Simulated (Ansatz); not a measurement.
**AsH2S radical: one structure at several levels**

The task here is to estimate one member of a computed series from the others.

Program: Ansatz 0.2.0, Gaussian basis. Level of theory: single points in def2-TZVPP. These are calculated values, not measurements.

Correlated methods freeze the cores. Filled d shells of the heavier atoms are correlated. Orbitals are unrestricted.

### Starting geometry

SMILES `[S][AsH2]`, 4 atoms, charge 0, spin multiplicity 2.

Atoms are counted from 1 here; the program's logs count them from 0.

Bond lengths: S1–As2 2.124 Å, As2–H3 1.563 Å, As2–H4 1.524 Å. Angles: S1–As2–H3 96.8°, S1–As2–H4 97.2°, H3–As2–H4 88.6°.

Coordinates:

```xyz
4
charge 0, multiplicity 2
S    -1.5090    0.0889    0.8762
As    0.1832   -0.6481   -0.1747
H     0.1619    0.4107   -1.3247
H     1.2324    0.1988    0.5347
```

The first run:

run/in.yaml

```yaml
crystal:
  periodic: [false, false, false]
  atoms:
    - {symbol: S, position_ang: [-1.509000, 0.088900, 0.876200]}
    - {symbol: As, position_ang: [0.183200, -0.648100, -0.174700]}
    - {symbol: H, position_ang: [0.161900, 0.410700, -1.324700]}
    - {symbol: H, position_ang: [1.232400, 0.198800, 0.534700]}
basis:
  gaussian: {orbitals: def2-TZVPP}
magnetization: {spin_polarized: true, initial_magnetization: 1}
correlation: {method: ccsd_t}
scf: {omitted_lower_state_checks: [cluster_reference]}
output: {forces: true}
```

The command line of these runs was not kept.

Among the steps run: CCSD(T)/def2-TZVPP; PBE0-D4/def2-TZVPP; wB97M-V/def2-TZVPP; r2SCAN-D4/def2-TZVPP; PBE-D4/def2-TZVPP; CAM-B3LYP-D4/def2-TZVPP; LC-wPBE/def2-TZVPP.

One table of the session follows, with a row left open; its other results are not shown here.

| method | RMS force component (eV/Å) | angle to CCSD(T) forces (°) | dipole (D) |
| --- | --- | --- | --- |
| CCSD(T) | 0.617 | reference | 1.41 |
| PBE0-D4 | 0.502 | 10.5 | 1.57 |
| wB97M-V | 0.555 | 7.3 | 1.49 |
| r2SCAN-D4 | ? | ? | ? |
| PBE-D4 | 0.464 | 18.5 | 1.69 |
| CAM-B3LYP-D4 | 0.576 | 5.3 | 1.51 |
| LC-wPBE | 0.572 | 17.4 | 1.43 |

**Question.** Estimate the row for r2SCAN-D4.

The run gave: RMS force component (eV/Å): 0.504; angle to CCSD(T) forces (°): 11.5; dipole (D): 1.60. In the column «RMS force component (eV/Å)» it lies between PBE0-D4 (0.502) and wB97M-V (0.555).
